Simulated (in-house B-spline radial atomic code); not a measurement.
# Ta⁶⁺: ionisation energy by several methods

How far do functionals differ on the ionisation energy of Ta⁶⁺? Each run solves Ta⁶⁺ and then the next ion ([Kr] 4d10 4f13 5s2 5p5).

The numbers are computed with in-house B-spline radial atomic code version 1 (non-relativistic, several functionals, spin-polarised, exact exchange averaged over the configuration; spherical all-electron atom at the radial basis limit), except any that are marked as measured or tabulated.

**1. The atom as given**

* element: tantalum (Z = 73)
* charge: +6
* electrons: 67
* configuration: [Xe] 4f13
* nucleus: point

The outer shells:

[Xe] 4f13
```
[Xe] core
4f [↑↓][↑↓][↑↓][↑↓][↑↓][↑↓][↑ ]
```

Where spins are not typed, each open shell is filled with up spins first.

**2. PBE0, a global hybrid**

Input settings:

```ini
Z = 73
electrons = 67.0
configuration = [Xe] 4f13
hamiltonian = nr
method = pbe0
spin_polarised = True
exact_exchange = averaged over the configuration
```

The run is started by

```
python run_scf.py task.json out
```

The settings of every run stand in task.json; they run in order.

**3. ωB97X, a range-separated hybrid**

Changes to the settings of step 2:

```diff
@@ -4,3 +4,3 @@
 hamiltonian = nr
-method = pbe0
+method = wb97x
 spin_polarised = True
```

**4. CAM-B3LYP, a range-separated hybrid**

Changes to the settings of step 3:

```diff
@@ -4,3 +4,3 @@
 hamiltonian = nr
-method = wb97x
+method = camb3lyp
 spin_polarised = True
```

**5. HSE06, a range-separated hybrid**

Changes to the settings of step 4:

```diff
@@ -4,3 +4,3 @@
 hamiltonian = nr
-method = camb3lyp
+method = hse06
 spin_polarised = True
```

**6. r2SCAN0, a global hybrid**

Changes to the settings of step 5:

```diff
@@ -4,3 +4,3 @@
 hamiltonian = nr
-method = hse06
+method = r2scan0
 spin_polarised = True
```

The tabulated ionisation energy is 119 ± 6 eV (tabulated theoretical; NIST Atomic Spectra Database). What does each method give, and which comes nearest?

**Answer**, as computed:

| method | rung | total energy (hartree) | ΔSCF (eV) | −ε highest (eV) | ΔSCF less tabulated (eV) |
| --- | --- | --- | --- | --- | --- |
| PBE0 | global hybrid | -14795.0979 | 119.95 | 113.79 (5p down) | +0.95 |
| r2SCAN0 | global hybrid | -14795.4917 | 120.57 | 114.53 (5p down) | +1.57 |
| ωB97X | range-separated hybrid | -14795.8572 | 119.58 | 116.10 (5p down) | +0.58 |
| CAM-B3LYP | range-separated hybrid | -14796.0214 | 119.93 | 115.27 (5p down) | +0.93 |
| HSE06 | range-separated hybrid | -14794.7834 | 119.84 | 113.27 (5p down) | +0.84 |

What this shows: The tabulated ionisation energy is 119 ± 6 eV (tabulated theoretical; NIST Atomic Spectra Database). ωB97X comes nearest (+0.58 eV) and r2SCAN0 is farthest (+1.57 eV, 1.3 %). The table's own uncertainty is as large as these misses, so the order means little. These runs lack relativity altogether, which can outweigh the gaps between the methods, so the nearest may be so by luck. These runs leave out relativity, which matters at this nuclear charge. Open shells are averaged (over orientations, and over spins where the run is restricted), while tables refer to the lowest levels.
